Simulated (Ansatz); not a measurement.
**C2F6 (SMILES FC(F)(F)C(F)(F)F): revPBE/6-31G(d) (spherical functions)**

What is the electronic atomisation energy of C2F6 at revPBE/6-31G* (spherical functions)? 

Program for the calculation: Ansatz 0.2.0.

48 further runs of the same task are left out: 10 that didn't finish, 38 set aside as unsound or not needed. Runs told in other sessions of the task aren't counted.

## 1. The structure to begin with

C2F6 has 8 atoms, charge 0, and is taken as a singlet. SMILES: `FC(F)(F)C(F)(F)F`. Geometry: relaxed at PBE0-D4/def2-TZVP.

Bond lengths: F1–C2 1.325 Å, C2–F3 1.325 Å, C2–F4 1.325 Å, C2–C5 1.549 Å, C5–F6 1.325 Å, C5–F7 1.325 Å, C5–F8 1.325 Å. Some angles: F1–C2–F3 109.1°, F1–C2–F4 109.1°, F1–C2–C5 109.8°, F3–C2–F4 109.1°, F3–C2–C5 109.8°, F4–C2–C5 109.8°, C2–C5–F6 109.8°, C2–C5–F7 109.8°, C2–C5–F8 109.8°, F6–C5–F7 109.1°.

## 2. A single-point energy at revPBE/6-31G(d) (spherical functions)

Input file in.yaml:

```yaml
crystal:
  periodic: [false, false, false]
  atoms:
    - {symbol: F, position_ang: [1.065570, -0.767260, 1.152000]}
    - {symbol: C, position_ang: [0.662650, -0.397300, -0.054910]}
    - {symbol: F, position_ang: [1.596070, 0.361280, -0.610920]}
    - {symbol: F, position_ang: [0.478560, -1.476610, -0.801220]}
    - {symbol: C, position_ang: [-0.662670, 0.397270, 0.054890]}
    - {symbol: F, position_ang: [-0.477000, 1.479670, 0.796360]}
    - {symbol: F, position_ang: [-1.068680, 0.762200, -1.152500]}
    - {symbol: F, position_ang: [-1.594500, -0.359250, 0.616310]}
basis:
  gaussian:
    orbitals: 6-31G_st_-spherical.json
total_charge: 0
hamiltonian:
  xc: {name: revPBE}
accuracy: high
output: {orbitals: {seedname: orbitals}}
```

The basis set 6-31G* is read from a file made from the Basis Set Exchange's data (not shown).

On the command line:

```bash
$ ansatz run in.yaml --threads 1 --pin off --max-ram 3480MiB --events-out events.jsonl --progress --plain --runs-dir runs
```

Standard output:

```text
Warning: RAYON_NUM_THREADS=1 ignored (pool sized by the plan → 1); use --threads N
Functional definition: revPBE
  name "revPBE"
  parameter kappa = 1.245
  parameter beta = 0.06672455060314922
  exchange = pbe_x(kappa = kappa, mu = beta*pi^2/3)
  correlation = pbe_c(beta = beta)
2589 factors; integrals over basis functions are off by at most 3.2e-9 eV
mean field evaluation 1: about -18365.5062 eV, gradient 4.7e1 eV
mean field evaluation 2: about -18359.1814 eV, gradient 8.2e1 eV
mean field evaluation 4: about -18368.4590 eV, gradient 9.2e-1 eV
mean field evaluation 8: about -18368.4410 eV, gradient 1.2e-2 eV
mean field evaluation 16: about -18368.4410 eV, gradient 7.8e-7 eV
mean field -18368.44104615 eV, -675.0277578696 hartree, gradient 4.3e-8 eV, S^2 0.000000; 0 other end points of the search recorded, 0 dependent functions left out
reference -18368.44104765 eV, -675.0277579247 hartree; 33, 33 occupied and 79, 79 virtual orbitals, 2589 factors
Total energy: -18368.44104765 eV, -675.0277579247 hartree
```

It took 13 s on 1 thread of Arm Neoverse V1, shared host; peak memory 0.34 GiB.

## 3. The C atom, same level

Input file molecule.yaml:

```yaml
crystal:
  periodic: [false, false, false]
  atoms:
    - {symbol: C, position_ang: [0.000000, 0.000000, 0.000000]}
basis:
  gaussian:
    orbitals: 6-31G_st_-spherical.json
magnetization:
  spin_polarized: true
  initial_magnetization: 2
hamiltonian:
  xc: {name: revPBE}
accuracy: high
```

The basis set 6-31G* is read from a file made from the Basis Set Exchange's data (not shown).

Run the same way, it converges to -37.83147 Eh (log not shown).

## 4. The F atom at the same level

Input file in.yaml:

```yaml
basis:
  gaussian:
    orbitals: 6-31G_st_-spherical.json
crystal:
  periodic: [false, false, false]
  atoms:
    - symbol: F
      position_ang: [0.000000, 0.000000, 0.000000]
magnetization:
  spin_polarized: true
  initial_magnetization: 1
hamiltonian:
  xc: {name: revPBE}
accuracy: high
```

The basis set 6-31G* is read from a file made from the Basis Set Exchange's data (not shown).

Run the same way, it converges to -99.67861 Eh (log not shown).

## 5. Summary of results

Level: revPBE/6-31G* (spherical functions).

```
                     quantity          value
       molecule: total energy  -675.02776 Eh
        molecule: HOMO energy       -8.59 eV
        molecule: LUMO energy        1.93 eV
      molecule: HOMO–LUMO gap       10.51 eV
         C atom: total energy   -37.83147 Eh
                 C atom: ⟨S²⟩          2.002
         F atom: total energy   -99.67861 Eh
                 F atom: ⟨S²⟩          0.751
electronic atomisation energy      35.190 eV
```

Taking the molecule apart into free atoms costs 35.19 eV (811 kcal/mol), before zero-point energy and without spin-orbit coupling.
